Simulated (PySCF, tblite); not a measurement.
**C8H6NO radical: geometry, infrared bands and EPR parameters**

What infrared bands and EPR parameters should C8H6NO radical (`Cc1ccc([O])cc1C#N`) show?

Programs: tblite 0.8.0 and PySCF 2.14.0, with density-fitted response routines of our own. Each step states its level of theory. These are calculated values for one molecule in the gas phase, unless marked as measured. Atoms count from 0, in the outputs and in this text.

### 1 The starting structure

16 atoms, charge 0, multiplicity 2; geometry from: force field or distance geometry start.

Bonds of the start (Å): C0–C1 1.49, C1–C2 1.40, C2–C3 1.39, C3–C4 1.41, C4–O5 1.27, C4–C6 1.40, C6–C7 1.40, C7–C8 1.43, C8–N9 1.17, C7–C1 1.42, C0–H10 1.10, C0–H11 1.10, C0–H12 1.11, C2–H13 1.09, C3–H14 1.08, C6–H15 1.10.

### 2 Geometry optimisation with GFN2-xTB

What the job is given:

```
{"job": {"kind": "relax", "xc": "GFN2-xTB", "basis": "xTB"}, "charge": 0, "multiplicity": 2}
C     -2.129500    -0.372300    -0.221900
C     -0.650000    -0.226800    -0.168900
C      0.175500    -1.126800    -0.859200
C      1.562100    -0.997800    -0.821900
C      2.228100    -0.013900    -0.068400
O      3.493300     0.083200    -0.042200
C      1.383600     0.871800     0.616500
C     -0.014300     0.781400     0.595200
C     -0.782400     1.727600     1.341600
N     -1.445600     2.485300     1.939800
H     -2.440100    -1.213500    -0.855900
H     -2.592100     0.531700    -0.641500
H     -2.552000    -0.547600     0.788700
H     -0.259400    -1.922800    -1.461600
H      2.164000    -1.709700    -1.372400
H      1.851000     1.659200     1.220500
```

On the command line:

```console
OMP_NUM_THREADS=1 python probes_run.py task.json out
```

This one command runs all jobs of the session in turn.

**Question.** This job is followed by: GFN2-xTB harmonic vibrations, gas phase; UKS B3LYP, pcH-1 on C H N O, non-relativistic, mean-field spin-orbit, GIAO. What will the session give for the following? strongest single infrared mode (GFN2-xTB); zero-point energy (GFN2-xTB); g(iso) (B3LYP); ⟨S²⟩; largest a(iso) (averaged by class); potential on the surface of density 0.002 e/bohr³, 1st and 99th percentile.

**Answer**, as computed:

| quantity | value |
| --- | --- |
| strongest single infrared mode (GFN2-xTB) | 1568 cm⁻¹, 206 km/mol |
| zero-point energy (GFN2-xTB) | 71.6 kcal/mol |
| g(iso) (B3LYP) | 2.00578 |
| ⟨S²⟩ | 0.786 (exact 0.75) |
| largest a(iso) (averaged by class) | 13C on C1, 36.4 MHz |
| potential on the surface of density 0.002 e/bohr³, 1st and 99th percentile | -1.55 V and 1.55 V |

What this shows: Relaxing lowered the energy by 0.215 eV in 33 steps; the close pair that moved most is C4–C6, from 1.402 to 1.451 Å. All 42 modes are real, so the xTB geometry is a minimum. The strongest single mode, at 1568 cm⁻¹, is spread over several atoms, C4, O5, C2, C7 among them. GFN2-xTB is a fitted tight-binding method: band positions and strengths are rough. Its intensities can rank the bands wrongly. The largest spin populations lie on O5 (0.40 e), C1 (0.40 e), C6 (0.32 e), C3 (0.31 e). The isotropic g lies 3.5 ppt above the free-electron value. These values are for one conformer; the search (at its own cheap level) found 1 more, at 0.08 kcal/mol, and measured spectra average over such forms.
